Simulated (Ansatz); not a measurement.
# C3H8AlF2N: the cost of one run

Method: RHF/STO-3G, in Ansatz 0.2.0.

## 1. Starting point

Bond lengths: C1–N2 1.420 Å, N2–Al3 1.901 Å, Al3–C4 2.050 Å, C4–F5 1.357 Å, C4–C6 1.485 Å, C6–F7 1.404 Å, C1–H8 1.121 Å, C1–H9 1.096 Å, C1–H10 1.175 Å, N2–H11 1.040 Å, Al3–H12 1.623 Å, C4–H13 1.199 Å, C6–H14 1.118 Å, C6–H15 1.115 Å. Angles (14 of 24 angles, heavy atoms first): C1–N2–Al3 107.5°, N2–Al3–C4 120.9°, Al3–C4–F5 109.5°, Al3–C4–C6 112.2°, F5–C4–C6 115.0°, C4–C6–F7 109.0°, C1–N2–H11 109.3°, Al3–N2–H11 107.7°, N2–C1–H8 112.8°, N2–C1–H9 111.4°, N2–C1–H10 106.9°, N2–Al3–H12 120.5°, C4–Al3–H12 118.4°, Al3–C4–H13 100.8°.

As a file:

```xyz
15

C    -2.1587    0.7539    0.0898
N    -1.2302    0.9394    1.1487
Al   -0.1124   -0.5976    1.2053
C     1.0486   -1.1133   -0.4042
F     1.7242   -2.2575   -0.1273
C     1.8921    0.0155   -0.8714
F     2.8729    0.2830    0.0965
H    -1.6668    0.7126   -0.9165
H    -2.8542   -0.0653    0.3074
H    -2.8507    1.7029    0.0731
H    -0.6278    1.7602    0.9377
H     0.0554   -1.4445    2.5801
H     0.2046   -1.3426   -1.2245
H     1.2755    0.9277   -1.0654
H     2.4058   -0.3252   -1.8000
```

## 2. Relaxing the start

Contents of input.yaml:

```yaml
crystal:
  periodic: [false, false, false]
  atoms:
    - { symbol: C, position_ang: [-2.1587, 0.7539, 0.0898] }
    - { symbol: "N", position_ang: [-1.2302, 0.9394, 1.1487] }
    - { symbol: Al, position_ang: [-0.1124, -0.5976, 1.2053] }
    - { symbol: C, position_ang: [1.0486, -1.1133, -0.4042] }
    - { symbol: F, position_ang: [1.7242, -2.2575, -0.1273] }
    - { symbol: C, position_ang: [1.8921, 0.0155, -0.8714] }
    - { symbol: F, position_ang: [2.8729, 0.283, 0.0965] }
    - { symbol: H, position_ang: [-1.6668, 0.7126, -0.9165] }
    - { symbol: H, position_ang: [-2.8542, -0.0653, 0.3074] }
    - { symbol: H, position_ang: [-2.8507, 1.7029, 0.0731] }
    - { symbol: H, position_ang: [-0.6278, 1.7602, 0.9377] }
    - { symbol: H, position_ang: [0.0554, -1.4445, 2.5801] }
    - { symbol: H, position_ang: [0.2046, -1.3426, -1.2245] }
    - { symbol: H, position_ang: [1.2755, 0.9277, -1.0654] }
    - { symbol: H, position_ang: [2.4058, -0.3252, -1.8] }
basis:
  gaussian: { orbitals: STO-3G }
hamiltonian:
  xc: hf
relax:
  f_tol: 0.02
  max_steps: 40
scf:
  lower_state_search: "off"
```

The run is started by

```bash
$ ansatz run input.yaml --threads 1 --pin off --max-ram 2048MiB --backend cpu --events-out ev --progress --plain --runs-dir out
```

**Question.** How long does this run take on 1 thread of Arm Neoverse N1, shared host, and how much memory does it need?

About 1.7 min, with a peak of 0.13 GiB.
